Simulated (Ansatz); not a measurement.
**C₄H₁₄NSbSi: up Jacob's ladder to CCSD(T)**

The task here is to estimate one member of a computed series from the others.

Computed with Ansatz 0.2.0, Gaussian basis. Level: functionals in def2-TZVPP, the program's frozen cores in correlated methods.

Levels to be run: LDA (SPW92), PBE-D4, revPBE-D4, BLYP-D4, r2SCAN-D4, B97M-V, PBE0-D4, B3LYP-D4, r2SCANh-D4, r2SCAN0-D4, HSE06-D4, BHLYP-D4, CAM-B3LYP-D4, LC-ωPBE, ωB97X-V, ωB97M-V, B2PLYP, PBE-QIDH; CCSD(T)/def2-SVP; CCSD(T)/def2-TZVPP; MP2/def2-QZVPP; extrapolation to the limit; RPA on PBE.

1 further run of the same task is left out (for a known fault of the program).

## The relaxed structure

The geometry comes from an earlier relaxation with PBE0-D4 in a triple-zeta def2 set; it is a stationary point, not always the lowest conformer. Sb takes the def2 core potential; no spin-orbit term is included.

SMILES `C[CH2][Sb]([SiH3])[N](C)C`, 21 atoms, charge 0, spin multiplicity 1.

Atoms are counted from 1 here; the program's logs count them from 0.

Bond lengths: C1–C2 1.519 Å, C1–H8 1.093 Å, C1–H9 1.094 Å, C1–H10 1.094 Å, C2–Sb3 2.172 Å, C2–H11 1.092 Å, C2–H12 1.092 Å, Sb3–Si4 2.581 Å, Sb3–N5 2.075 Å, Si4–H13 1.490 Å, Si4–H14 1.488 Å, Si4–H15 1.489 Å, N5–C6 1.447 Å, N5–C7 1.446 Å, C6–H16 1.097 Å, C6–H17 1.104 Å, C6–H18 1.093 Å, C7–H19 1.092 Å and more. Angles: C2–C1–H8 111.8°, C2–C1–H9 111.1°, C2–C1–H10 111.9°, H8–C1–H9 107.2°, H8–C1–H10 107.4°, H9–C1–H10 107.2°, C1–C2–Sb3 112.8°, C1–C2–H11 110.8°, C1–C2–H12 112.0°, Sb3–C2–H11 106.9°, Sb3–C2–H12 105.9°, H11–C2–H12 108.1°, C2–Sb3–Si4 91.9°, C2–Sb3–N5 94.0°, Si4–Sb3–N5 91.3°, Sb3–Si4–H13 110.8°, Sb3–Si4–H14 110.7°, Sb3–Si4–H15 109.9° and more.

The first run:

File in.yaml:

```yaml
crystal:
  periodic: [false, false, false]
  atoms:
    - {symbol: C, position_ang: [1.251605, -1.398387, -2.381835]}
    - {symbol: C, position_ang: [1.339691, -0.653875, -1.061226]}
    - {symbol: Sb, position_ang: [-0.243916, 0.811492, -0.814431]}
    - {symbol: Si, position_ang: [-2.058661, -1.023281, -0.803076]}
    - {symbol: N, position_ang: [-0.142955, 0.788711, 1.258137]}
    - {symbol: C, position_ang: [-1.229394, 1.509939, 1.884413]}
    - {symbol: C, position_ang: [1.132663, 1.241545, 1.767505]}
    - {symbol: H, position_ang: [0.336128, -1.991773, -2.452623]}
    - {symbol: H, position_ang: [2.093375, -2.086325, -2.503268]}
    - {symbol: H, position_ang: [1.265978, -0.716907, -3.236936]}
    - {symbol: H, position_ang: [2.286686, -0.115231, -0.982582]}
    - {symbol: H, position_ang: [1.260061, -1.328300, -0.205844]}
    - {symbol: H, position_ang: [-2.493293, -1.346461, -2.190963]}
    - {symbol: H, position_ang: [-3.257507, -0.571828, -0.045275]}
    - {symbol: H, position_ang: [-1.524190, -2.260189, -0.170075]}
    - {symbol: H, position_ang: [-1.213052, 1.327412, 2.966260]}
    - {symbol: H, position_ang: [-1.186041, 2.603563, 1.738360]}
    - {symbol: H, position_ang: [-2.193683, 1.157967, 1.508646]}
    - {symbol: H, position_ang: [1.951930, 0.670375, 1.324787]}
    - {symbol: H, position_ang: [1.170193, 1.077239, 2.851846]}
    - {symbol: H, position_ang: [1.329882, 2.315017, 1.595184]}
basis:
  gaussian: {orbitals: def2-TZVPP}
hamiltonian: {xc: lda}
output: {orbitals: {seedname: orbitals}}
```

On the command line:

```bash
ansatz run in.yaml --threads 4 --pin off --events-out ev --progress --plain --max-ram 63488MiB --backend cuda --devices 0, --max-vram 37GiB
```

Steps of the session up to this table: LDA; PBE-D4 (GGA); revPBE-D4 (GGA); BLYP-D4 (GGA); r2SCAN-D4 (meta-GGA); B97M-V (meta-GGA); PBE0-D4 (hybrid); B3LYP-D4 (hybrid); r2SCANh-D4 (hybrid); r2SCAN0-D4 (hybrid); HSE06-D4 (hybrid); BHLYP-D4 (hybrid); CAM-B3LYP-D4 (range-separated); LC-ωPBE (range-separated); ωB97X-V (range-separated); ωB97M-V (range-separated); B2PLYP (double hybrid); PBE-QIDH (double hybrid).

One table of the session follows, with a row left open; its other results are not shown here.

It belongs to the step «Frontier levels by functional». 

| functional | HOMO (eV) | gap (eV) |
| --- | --- | --- |
| LDA (SPW92) | -4.72 | 3.05 |
| PBE-D4 | -4.60 | 3.17 |
| revPBE-D4 | ? | ? |
| BLYP-D4 | -4.49 | 3.19 |
| r2SCAN-D4 | -4.81 | 3.55 |
| B97M-V | -4.96 | 3.58 |
| PBE0-D4 | -5.73 | 5.08 |
| B3LYP-D4 | -5.55 | 4.71 |
| r2SCANh-D4 | -5.23 | 4.26 |
| r2SCAN0-D4 | -5.87 | 5.32 |
| HSE06-D4 | -5.34 | 4.32 |
| BHLYP-D4 | -6.75 | 6.94 |
| CAM-B3LYP-D4 | -6.97 | 7.30 |
| LC-ωPBE | -8.17 | 9.58 |
| ωB97X-V | -7.91 | 9.17 |
| ωB97M-V | -7.84 | 8.87 |

Q: Estimate the row for revPBE-D4 from the others.

The run gave: HOMO (eV): -4.55; gap (eV): 3.23. In the column «HOMO (eV)» it lies between PBE-D4 (-4.60) and BLYP-D4 (-4.49).
